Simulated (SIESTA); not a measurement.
# NiMoIrPdW in SIESTA: convergence with k mesh

Input of the first run (k mesh 3 × 3 × 1); the others differ in this setting and in those tied to it:

NiMoIrPdW.fdf

```
SystemName                      NiMoIrPdW
SystemLabel                     NiMoIrPdW
NumberOfSpecies                 5
NumberOfAtoms                   5
%block ChemicalSpeciesLabel
  1  28 Ni
  2  42 Mo
  3  46 Pd
  4  77 Ir
  5  74 W
%endblock ChemicalSpeciesLabel

LatticeConstant                 1.0 Ang
%block LatticeVectors
     2.7607800000     0.0000000000     0.0000000000
    -1.3803900000     2.3909000000     0.0000000000
     0.0000000000     0.0000000000    11.3405100000
%endblock LatticeVectors
AtomicCoordinatesFormat         Fractional
%block AtomicCoordinatesAndAtomicSpecies
     0.0000000000     0.0000000000     0.7091700000  1  Ni
     0.6666700000     0.3333300000     0.2942500000  2  Mo
     0.6666700000     0.3333300000     0.8990100000  3  Pd
     0.0000000000     0.0000000000     0.1060400000  4  Ir
     0.6666700000     0.3333300000     0.5292100000  5  W
%endblock AtomicCoordinatesAndAtomicSpecies

%block kgrid.MonkhorstPack
    3   0   0  0.0
    0   3   0  0.0
    0   0   1  0.0
%endblock kgrid.MonkhorstPack
XC.Functional                   GGA
XC.Authors                      PBE
PAO.BasisSize                   DZP
PAO.EnergyShift                 0.003 Ry
Mesh.Cutoff                     800 Ry
Spin                            polarized
%block DM.InitSpin
    1   1.000
    2   1.000
    3   0.000
    4   0.600
    5   0.000
%endblock DM.InitSpin
OccupationFunction              FD
ElectronicTemperature           0.05 eV
MaxSCFIterations                200
SCF.MustConverge                false
SCF.Mixer.Method                Pulay
SCF.Mixer.Weight                0.1
SCF.Mixer.History               10
SCF.DM.Tolerance                5.0e-05
SCF.H.Tolerance                 1.0e-03 eV
WriteForces                     true
Charge.Mulliken                 end
%block PAO.Basis
  Ni 5
  n=3 0 2
    2.432 0.000
  n=4 0 2
    7.095 0.000
  n=3 1 2
    2.716 0.000
  n=4 1 1
    7.095
  n=3 2 2
    4.466 0.000
  Mo 5
  n=4 0 2
    3.234 0.000
  n=5 0 2
    8.986 0.000
  n=4 1 2
    3.729 0.000
  n=5 1 1
    8.986
  n=4 2 2
    6.762 0.000
  Pd 5
  n=4 0 2
    2.822 0.000
  n=5 0 2
    8.721 0.000
  n=4 1 2
    3.234 0.000
  n=5 1 1
    8.721
  n=4 2 2
    5.877 0.000
  Ir 5
  n=5 0 2
    2.793 0.000
  n=6 0 2
    6.789 0.000
  n=5 1 2
    3.326 0.000
  n=6 1 1
    6.789
  n=5 2 2
    5.613 0.000
  W 5
  n=5 0 2
    3.045 0.000
  n=6 0 2
    7.641 0.000
  n=5 1 2
    3.655 0.000
  n=6 1 1
    7.641
  n=5 2 2
    6.655 0.000
%endblock PAO.Basis
Diag.ParallelOverK              false
```

Potentials or basis: PseudoDojo 0.4 standard (PBE files), DZP (energy shift 0.003 Ry; two zetas on semicore shells).

Launch:

```console
$ mpirun -n 4 siesta NiMoIrPdW.fdf > NiMoIrPdW.out 2>&1
```

The cell was built by a generator and needn't be a form met in nature.

Hardware: 4 MPI ranks on Intel(R) Xeon(R) Platinum 8488C (Sapphire Rapids), on a shared host.

```tsv
k mesh	energy less the tightest run, at zero smearing (meV/atom)	pressure (GPa)	largest force (eV/Å)	largest site moment (μB)	SCF cycles	CPU time (s)
3 × 3 × 1	316.87	7.31	0.578	0.73	38	880
4 × 4 × 1	9.44	3.55	0.431	0.58	30	730
6 × 6 × 2	-1.42	2.50	0.378	0.44	32	860
8 × 8 × 2	5.29	2.45	0.697	0.00	34	840
9 × 9 × 3	0.00	2.41	0.349	0.00	48	1200
```

Against the tightest run, the pressure stays within 0.1 GPa from 6 × 6 × 2 on; the largest site moment stays within 0.02 μB from 8 × 8 × 2 on. Not settled before the last step: the energy (to 1 meV/atom), the largest force (to 0.005 eV/Å). Meshes of other sizes hit other points, so gaps and Fermi surfaces needn't settle smoothly. The tightest run that finished is the yardstick and may itself not be fully converged.

Caveat, for the tightest run too: short orbitals over semicore shells can move pressures by several GPa; the valence orbitals were made in a potential fitted to the semicore shell under them, which widens gaps by tenths of an eV or more; the basis of atomic orbitals isn't converged, which shifts pressures, moduli and gaps. Spin-orbit coupling is left out, which matters for the levels of Ir, W.
